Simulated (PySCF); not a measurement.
# Hg³⁺: basis, grid and Hamiltonian

Which parts of the numerical set-up matter for Hg³⁺? Each run edits the base script.

Method: method and basis as typed in the scripts; program: PySCF 2.14.0.

4 further runs of the same task are left out: 1 for a known fault of the program, 3 that didn't finish.

**1. The atom**

Hg³⁺: 1 atom, charge 3, spin multiplicity 2.

**2. The run that the others are compared with**

Contents of input.py:

```python
from pyscf import gto, scf, mp

mol = gto.M(
    atom='Hg 0 0 0',
    basis='def2-svpd',
    ecp={'Hg': 'def2-svpd'},
    charge=3,
    spin=1,
    symmetry=True,
    verbose=4,
)
mf = scf.UHF(mol)
mf.kernel()
mp.MP2(mf).kernel()
mf.dip_moment()
print('orbital energies (hartree):', [e[max(0, n-3):n+3].round(4) for e, n in zip(mf.mo_energy, mol.nelec)])
```

The run is started by

```
OMP_NUM_THREADS=1 python input.py
```

The log of this run is left out.

In short: E(SCF) = -150.364785 Eh, 7 cycles, E(MP2) − E(SCF) = -0.21823 Eh, ⟨S²⟩ = 0.750.

**3. Def2-qzvp**

Edit 1 changes basis set: def2-svpd → def2-qzvp.

Contents of input.py:

```python
from pyscf import gto, scf, mp

mol = gto.M(
    atom='Hg 0 0 0',
    basis='def2-qzvp',
    ecp={'Hg': 'def2-qzvp'},
    charge=3,
    spin=1,
    symmetry=True,
    verbose=4,
)
mf = scf.UHF(mol)
mf.kernel()
mp.MP2(mf).kernel()
mf.dip_moment()
print('orbital energies (hartree):', [e[max(0, n-3):n+3].round(4) for e, n in zip(mf.mo_energy, mol.nelec)])
```

The run is started by

```
OMP_NUM_THREADS=1 python input.py
```

**4. Def2-tzvp**

Edit 2 changes basis set: def2-svpd → def2-tzvp.

input.py, as its differences from that of step 2:

```diff
@@ -4,4 +4,4 @@
     atom='Hg 0 0 0',
-    basis='def2-svpd',
-    ecp={'Hg': 'def2-svpd'},
+    basis='def2-tzvp',
+    ecp={'Hg': 'def2-tzvp'},
     charge=3,
```

**5. Density fitting def2-universal-jkfit**

Edit 3 changes density fitting: none → def2-universal-jkfit.

input.py, as its differences from that of step 2:

```diff
@@ -12,2 +12,3 @@
 mf = scf.UHF(mol)
+mf = mf.density_fit(auxbasis='def2-universal-jkfit')
 mf.kernel()
```

Q: Predict the outcome of this session. Wanted: for each run, E(SCF); from base; gap, α spin; after the SCF.

As calculated:

```tsv
run	E(SCF) (hartree)	from base (eV)	cycles	gap, α spin (eV)	functions	after the SCF
base	-150.364785	0	7	21.93	35	MP2 correlation -5.938 eV
def2-qzvp	-150.370637	-0.1593	7	21.84	72	MP2 correlation -13.434 eV
def2-tzvp	-150.370246	-0.1486	7	21.85	43	MP2 correlation -7.494 eV
density fitting def2-universal-jkfit	-150.364742	+0.0012	7	21.93	35	MP2 correlation -5.938 eV
```

The largest comparable shift of the SCF energy, -0.159 eV, comes with the run “def2-qzvp”. def2-qzvp (72 functions) gives an energy 0.16 eV lower than def2-svpd (35). def2-tzvp (43 functions) gives an energy 0.15 eV lower than def2-svpd (35).
